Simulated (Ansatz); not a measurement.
# AlGa2N3: the cost of one run

Computed with Ansatz 0.2.0 (DFT PBE, scalar-relativistic, plane waves, PAW, unless a step's input says otherwise).

## Step 1: Starting point

Symmetry: P3m1, No. 156, trigonal system. Conventional cell: a = 3.403 Å, b = 3.403 Å, c = 8.335 Å, α = 90.00°, β = 90.00°, γ = 120.00°. Around Al (site symmetry 3m) lie 4 N at 2.08 Å. Ga (site symmetry 3m) is surrounded by 4 N at 2.08 Å. N (site symmetry 3m) is surrounded by 4 Ga at 2.08 Å. Around N (site symmetry 3m) lie 3 Ga at 2.08 Å and 1 Al at 2.08 Å. N (site symmetry 3m) has 3 Al at 2.08 Å and 1 Ga at 2.08 Å in its first shell of neighbours.

Structure file:

```cif
data_structure
_symmetry_space_group_name_H-M 'P 1'
_symmetry_Int_Tables_number 1
_cell_length_a 3.4027
_cell_length_b 3.4027
_cell_length_c 8.3348
_cell_angle_alpha 90.000
_cell_angle_beta 90.000
_cell_angle_gamma 120.000
_cell_volume 83.57
loop_
_atom_site_label
_atom_site_type_symbol
_atom_site_fract_x
_atom_site_fract_y
_atom_site_fract_z
_atom_site_occupancy
Al1 Al 0.66667 0.33333 0.33333 1
Ga1 Ga 0.00000 0.00000 0.00000 1
Ga2 Ga 0.33333 0.66667 0.66667 1
N1 N 0.33333 0.66667 0.91667 1
N2 N 0.66667 0.33333 0.58333 1
N3 N 0.00000 0.00000 0.25000 1
```

The start is an ordering of an alloy on its end members' structure types: elements ordered on the sites of the GaN type, Al/Ga on Ga (P3m1, No. 156).

## Step 2: A first look at the guess

The input, input.yaml:

```yaml
crystal:
  lattice:
    - [3.40267053, 0.0, 0.0]
    - [-1.70133527, 2.94679912, 0.0]
    - [0.0, 0.0, 8.33480657]
  atoms:
    - { symbol: Al, position: [0.66666667, 0.33333333, 0.33333333] }
    - { symbol: Ga, position: [0.0, 0.0, 0.0] }
    - { symbol: Ga, position: [0.33333333, 0.66666667, 0.66666667] }
    - { symbol: "N", position: [0.33333333, 0.66666667, 0.91666667] }
    - { symbol: "N", position: [0.66666667, 0.33333333, 0.58333333] }
    - { symbol: "N", position: [0.0, 0.0, 0.25] }
basis:
  ecutwfc: 420
kpoints:
  mp_grid: { grid: [6, 6, 2] }
hamiltonian:
  xc: pbe
scf:
  occupations: { method: gaussian, width: 0.1 }
  lower_state_search: "off"
output:
  forces: true
  stress: true
  eigenvalues: true
```

Launch:

```console
$ ansatz run input.yaml --threads 1 --pin off --max-ram 2560MiB --backend cpu --events-out ev --progress --plain --runs-dir out
```

**Question.** How long does this run take on 1 thread of Intel Xeon at 2.50GHz (Skylake/Cascade Lake), shared host, and how much memory does it need?

About 6.1 s, with a peak of 0.34 GiB.
